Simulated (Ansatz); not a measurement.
**CH₄OSn: how energies converge with the basis set**

An exercise on one series of results from a longer session: the logs are not shown, and one member is left open.

Program: Ansatz 0.2.0, Gaussian basis. Level of theory: one geometry, several basis sets. These are calculated values, not measurements.

Plan: PBE0-D4/def2-SVP; ωB97M-V/def2-SVP; PBE0-D4/def2-QZVPP; ωB97M-V/def2-QZVPP; the functionals' def2-TZVPP values are taken from earlier runs.

### Structure used throughout

All runs share one geometry, relaxed beforehand with PBE0-D4 in a triple-zeta def2 set. Sn takes the def2 core potential; no spin-orbit term is included.

7 atoms, charge 0, spin multiplicity 1.

Atoms are counted from 1 here; the program's logs count them from 0.

Bond lengths: C1–O2 1.301 Å, C1–Sn3 2.220 Å, C1–H4 1.098 Å, C1–H5 1.098 Å, O2–Sn3 2.212 Å, Sn3–H6 1.715 Å, Sn3–H7 1.715 Å. Angles: O2–C1–Sn3 72.6°, O2–C1–H4 119.8°, O2–C1–H5 119.8°, Sn3–C1–H4 110.0°, Sn3–C1–H5 110.0°, H4–C1–H5 115.0°, C1–O2–Sn3 73.3°, C1–Sn3–O2 34.1°, C1–Sn3–H6 113.6°, C1–Sn3–H7 113.6°, O2–Sn3–H6 95.2°, O2–Sn3–H7 95.2°, H6–Sn3–H7 108.1°.

Geometry (Å):

| atom | x (Å) | y (Å) | z (Å) |
| --- | --- | --- | --- |
| C1 | -0.80286 | -0.53923 | -0.58017 |
| O2 | -0.28337 | -1.07886 | 0.48306 |
| Sn3 | 0.73557 | 0.86272 | 0.19161 |
| H4 | -0.51347 | -0.90307 | -1.57435 |
| H5 | -1.79509 | -0.07321 | -0.52693 |
| H6 | 0.39923 | 1.45411 | 1.76583 |
| H7 | 2.32128 | 0.20965 | 0.19524 |

The first run:

Input file in.yaml:

```yaml
crystal:
  periodic: [false, false, false]
  atoms:
    - {symbol: C, position_ang: [-0.802858, -0.539232, -0.580169]}
    - {symbol: O, position_ang: [-0.283372, -1.078862, 0.483060]}
    - {symbol: Sn, position_ang: [0.735567, 0.862722, 0.191614]}
    - {symbol: H, position_ang: [-0.513466, -0.903074, -1.574345]}
    - {symbol: H, position_ang: [-1.795087, -0.073211, -0.526933]}
    - {symbol: H, position_ang: [0.399232, 1.454107, 1.765834]}
    - {symbol: H, position_ang: [2.321283, 0.209651, 0.195240]}
basis:
  gaussian: {orbitals: def2-SVP}
hamiltonian: {xc: pbe0, dispersion: d4}
output: {orbitals: {seedname: orbitals}}
```

Started as:

```sh
$ ansatz run in.yaml --threads 2 --pin off --events-out ev --progress --plain --max-ram 4352MiB
```

Steps of the session up to this table: PBE0-D4 in def2-SVP; ωB97M-V in def2-SVP; PBE0-D4 in def2-QZVPP; ωB97M-V in def2-QZVPP.

One of the session's tables, all rows but one given; the rest of the session is left out.

| functional | basis | HOMO (eV) | LUMO (eV) |
| --- | --- | --- | --- |
| PBE0-D4 | def2-SVP | -6.48 | -2.04 |
| PBE0-D4 | def2-TZVPP | -6.56 | -2.17 |
| PBE0-D4 | def2-QZVPP | -6.58 | -2.20 |
| ωB97M-V | def2-SVP | ? | ? |
| ωB97M-V | def2-TZVPP | -8.49 | -0.35 |
| ωB97M-V | def2-QZVPP | -8.51 | -0.42 |

Estimate the missing values for ωB97M-V, def2-SVP.

**Answer.** HOMO (eV): -8.38; LUMO (eV): -0.14. In the column «HOMO (eV)» it lies between ωB97M-V, def2-TZVPP (-8.49) and PBE0-D4, def2-QZVPP (-6.58).
